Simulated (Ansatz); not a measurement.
# InH5S: one species, many methods

An exercise on one series of results from a longer session: the logs are not shown, and one member is left open.

Program: Ansatz 0.2.0, Gaussian basis. Level of theory: functionals in def2-TZVPP, the program's frozen cores in correlated methods. These are calculated values, not measurements.

The runs, in order: LDA (SPW92), PBE-D4, revPBE-D4, BLYP-D4, r2SCAN-D4, B97M-V, PBE0-D4, B3LYP-D4, r2SCANh-D4, r2SCAN0-D4, HSE06-D4, BHLYP-D4, CAM-B3LYP-D4, LC-ωPBE, ωB97X-V, ωB97M-V, B2PLYP, PBE-QIDH; CCSD(T)/def2-SVP; CCSD(T)/def2-TZVPP; MP2/def2-QZVPP; extrapolation to the limit; RPA on PBE.

## The relaxed structure

The geometry comes from an earlier relaxation with PBE0-D4 in a triple-zeta def2 set; it is a stationary point, not always the lowest conformer. In takes the def2 core potential; no spin-orbit term is included.

SMILES `[SH2+][InH3-]`, 7 atoms, charge 0, spin multiplicity 1.

Atoms are counted from 1 here; the program's logs count them from 0.

Bond lengths: S1–In2 2.849 Å, S1–H3 1.343 Å, S1–H4 1.343 Å, In2–H5 1.729 Å, In2–H6 1.733 Å, In2–H7 1.729 Å. Angles: In2–S1–H3 95.5°, In2–S1–H4 95.5°, H3–S1–H4 92.6°, S1–In2–H5 94.1°, S1–In2–H6 94.5°, S1–In2–H7 94.1°, H5–In2–H6 119.1°, H5–In2–H7 120.0°, H6–In2–H7 119.2°.

The first run:

Contents of in.yaml:

```yaml
crystal:
  periodic: [false, false, false]
  atoms:
    - {symbol: S, position_ang: [-0.379647, -1.610209, -0.267932]}
    - {symbol: In, position_ang: [0.279121, 1.161792, -0.273934]}
    - {symbol: H, position_ang: [-1.326513, -1.515586, 0.680176]}
    - {symbol: H, position_ang: [0.562110, -1.963718, 0.621963]}
    - {symbol: H, position_ang: [-1.176595, 1.632978, -1.079160]}
    - {symbol: H, position_ang: [0.366747, 1.285536, 1.452086]}
    - {symbol: H, position_ang: [1.735976, 0.941208, -1.178797]}
basis:
  gaussian: {orbitals: def2-TZVPP}
hamiltonian: {xc: lda}
output: {orbitals: {seedname: orbitals}}
```

Command:

```sh
$ ansatz run in.yaml --threads 4 --pin off --events-out ev --progress --plain --max-ram 10444MiB
```

Steps of the session up to this table: LDA; PBE-D4 (GGA); revPBE-D4 (GGA); BLYP-D4 (GGA); r2SCAN-D4 (meta-GGA); B97M-V (meta-GGA); PBE0-D4 (hybrid); B3LYP-D4 (hybrid); r2SCANh-D4 (hybrid); r2SCAN0-D4 (hybrid); HSE06-D4 (hybrid); BHLYP-D4 (hybrid); CAM-B3LYP-D4 (range-separated); LC-ωPBE (range-separated); ωB97X-V (range-separated); ωB97M-V (range-separated); B2PLYP (double hybrid); PBE-QIDH (double hybrid).

One of the session's tables, all rows but one given; the rest of the session is left out.

It belongs to the step «Frontier levels by functional». 

| functional | HOMO (eV) | gap (eV) |
| --- | --- | --- |
| LDA (SPW92) | -6.52 | 4.88 |
| PBE-D4 | -6.44 | 5.01 |
| revPBE-D4 | -6.41 | 5.02 |
| BLYP-D4 | ? | ? |
| r2SCAN-D4 | -6.74 | 5.62 |
| B97M-V | -6.82 | 5.53 |
| PBE0-D4 | -7.62 | 6.93 |
| B3LYP-D4 | -7.45 | 6.49 |
| r2SCANh-D4 | -7.17 | 6.42 |
| r2SCAN0-D4 | -7.82 | 7.41 |
| HSE06-D4 | -7.22 | 6.18 |
| BHLYP-D4 | -8.75 | 8.67 |
| CAM-B3LYP-D4 | -9.00 | 9.06 |
| LC-ωPBE | -10.36 | 11.47 |
| ωB97X-V | -10.02 | 11.01 |
| ωB97M-V | -9.84 | 10.46 |

**Question.** Estimate the row for BLYP-D4.

Worked estimate for «HOMO (eV)». Against the share of exact exchange, B3LYP-D4 (0.2, -7.45), BHLYP-D4 (0.5, -8.75) give a slope of -4.33 per unit share; at 0 the line stands at -6.58.

As computed: HOMO (eV): -6.35; gap (eV): 4.98. In «HOMO (eV)» the line misses by -0.23.
